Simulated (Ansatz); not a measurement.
# FH₆NO₂Si₂: up Jacob's ladder to CCSD(T)

Aim: compute FH₆NO₂Si₂ with functionals from several rungs and with coupled cluster, and see how far each lands from CCSD(T) at the basis-set limit for the atomisation energy.

Method: functionals in def2-TZVPP, the program's frozen cores in correlated methods; program: Ansatz 0.2.0, Gaussian basis.

Plan: PBE-D4, r2SCAN-D4, PBE0-D4, B3LYP-D4, ωB97X-V, ωB97M-V, B2PLYP; CCSD(T)/def2-TZVPP; MP2/def2-QZVPP; extrapolation to the limit.

**1. The geometry**

All runs share one geometry, relaxed beforehand with PBE0-D4 in a triple-zeta def2 set.

SMILES `O[SiH2]N[SiH](O)F`, 12 atoms, charge 0, spin multiplicity 1.

Atoms are counted from 1 here; the program's logs count them from 0.

Bond lengths: O1–Si2 1.638 Å, O1–H7 0.962 Å, Si2–N3 1.732 Å, Si2–H8 1.489 Å, Si2–H9 1.482 Å, N3–Si4 1.703 Å, N3–H10 1.011 Å, Si4–O5 1.641 Å, Si4–F6 1.595 Å, Si4–H11 1.470 Å, O5–H12 0.960 Å. Angles: Si2–O1–H7 117.4°, O1–Si2–N3 107.3°, O1–Si2–H8 112.5°, O1–Si2–H9 106.5°, N3–Si2–H8 109.2°, N3–Si2–H9 112.5°, H8–Si2–H9 108.8°, Si2–N3–Si4 125.2°, Si2–N3–H10 118.3°, Si4–N3–H10 116.5°, N3–Si4–O5 111.0°, N3–Si4–F6 106.2°, N3–Si4–H11 115.9°, O5–Si4–F6 110.6°, O5–Si4–H11 104.8°, F6–Si4–H11 108.4°, Si4–O5–H12 117.2°.

**2. PBE-D4 (GGA)**

in.yaml

```yaml
crystal:
  periodic: [false, false, false]
  atoms:
    - {symbol: O, position_ang: [-0.981921, -1.566847, -0.749664]}
    - {symbol: Si, position_ang: [-0.275226, -0.351538, -1.591092]}
    - {symbol: N, position_ang: [0.631208, 0.599122, -0.461749]}
    - {symbol: Si, position_ang: [0.736075, 0.300977, 1.212111]}
    - {symbol: O, position_ang: [-0.741831, -0.031376, 1.844148]}
    - {symbol: F, position_ang: [1.338714, 1.626577, 1.863870]}
    - {symbol: H, position_ang: [-1.376064, -1.346139, 0.099724]}
    - {symbol: H, position_ang: [-1.268654, 0.519271, -2.277766]}
    - {symbol: H, position_ang: [0.585632, -0.992239, -2.613271]}
    - {symbol: H, position_ang: [1.151918, 1.391231, -0.811824]}
    - {symbol: H, position_ang: [1.578298, -0.835842, 1.610853]}
    - {symbol: H, position_ang: [-1.378169, 0.686794, 1.874671]}
basis:
  gaussian: {orbitals: def2-TZVPP}
hamiltonian: {xc: pbe, dispersion: d4}
output: {forces: true, orbitals: {seedname: orbitals}}
```

The run is started by

```bash
$ ansatz run in.yaml --threads 2 --pin off --events-out ev --progress --plain --max-ram 20480MiB --backend cuda --devices 0, --max-vram 18GiB
```

After this run come: r2SCAN-D4 (meta-GGA); PBE0-D4 (hybrid); B3LYP-D4 (hybrid); ωB97X-V (range-separated); ωB97M-V (range-separated); B2PLYP (double hybrid); CCSD(T) in def2-TZVPP; MP2 in def2-QZVPP.

Before running them: what should the planned runs give, taken together? Wanted: atomisation energy, CCSD(T)/CBS; farthest; mean size of error, hybrid; mean size of error, range-separated; gap, smallest and largest; T1 diagnostic; triples share of the correlation energy.

**Answer**, as computed:

| quantity | value |
| --- | --- |
| atomisation energy, CCSD(T)/CBS | 4597.0 kJ/mol |
| functionals within 23.0 kJ/mol (0.5 %) | PBE-D4, ωB97X-V, ωB97M-V |
| farthest | PBE0-D4 (-97.9 kJ/mol) |
| mean size of error, hybrid | 72.3 kJ/mol |
| mean size of error, range-separated | 10.5 kJ/mol |
| gap, smallest and largest | 5.95 eV (PBE-D4), 12.60 eV (ωB97X-V) |
| T1 diagnostic | 0.0114 |
| triples share of the correlation energy | 3.3 % |

In words: PBE-D4 misses by -7.6 kJ/mol. Double hybrids carry the basis error of their MP2 part in triple zeta, and no dispersion term here, so their miss is partly the set-up's. Misses under about 23.0 kJ/mol are within the doubt on the reference itself, which lacks core-valence correlation, relativity and higher excitations. Hartree-Fock recovers 71 % of the binding; the rest is correlation. Orbital gaps span 5.9 to 12.6 eV; exact exchange widens them.
